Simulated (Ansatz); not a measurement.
# ScAl3F: the cost of one run

Computed with Ansatz 0.2.0 (DFT PBE, scalar-relativistic, plane waves, PAW, unless a step's input says otherwise).

## (1) The structure to begin with

Symmetry: Pm-3m, No. 221, cubic system. Conventional cell: a = 3.989 Å, b = 3.989 Å, c = 3.989 Å, α = 90.00°, β = 90.00°, γ = 90.00°. Around Sc (site symmetry m-3m) lie 12 Al at 2.82 Å. Al (site symmetry 4/mmm) has 2 F at 1.99 Å as nearest neighbours. F (site symmetry m-3m) has 6 Al at 1.99 Å as nearest neighbours.

Structure file:

```
CELL_PARAMETERS angstrom
3.98863 0.00000 0.00000
0.00000 3.98863 0.00000
0.00000 0.00000 3.98863
ATOMIC_POSITIONS crystal
Sc 0.50000 0.50000 0.50000
Al 0.50000 0.00000 0.00000
Al 0.00000 0.50000 0.00000
Al 0.00000 0.00000 0.50000
F 0.00000 0.00000 0.00000
```

A structure generator made this guess: species swapped into a database cell of GaFe3N (Pm-3m, No. 221), with Sc on the Ga sites, Al on the Fe sites and F on the N sites. Its size is a rough estimate.

## (2) The guess as it stands, on a coarse mesh

Contents of input.yaml:

```yaml
crystal:
  lattice:
    - [3.98862733, 0.0, 0.0]
    - [0.0, 3.98862733, 0.0]
    - [0.0, 0.0, 3.98862733]
  atoms:
    - { symbol: Sc, position: [0.5, 0.5, 0.5] }
    - { symbol: Al, position: [0.5, 0.0, 0.0] }
    - { symbol: Al, position: [0.0, 0.5, 0.0] }
    - { symbol: Al, position: [0.0, 0.0, 0.5] }
    - { symbol: F, position: [0.0, 0.0, 0.0] }
basis:
  ecutwfc: 420
kpoints:
  mp_grid: { grid: [4, 4, 4] }
hamiltonian:
  xc: pbe
scf:
  occupations: { method: gaussian, width: 0.1 }
  lower_state_search: "off"
output:
  forces: true
  stress: true
  eigenvalues: true
```

The run is started by

```sh
ansatz run input.yaml --threads 1 --pin off --max-ram 2560MiB --backend cpu --events-out ev --progress --plain --runs-dir out
```

Q: Estimate wall time and peak memory on 1 thread of Intel Xeon at 2.70GHz, shared host.

About 1.4 s, with a peak of 0.32 GiB.
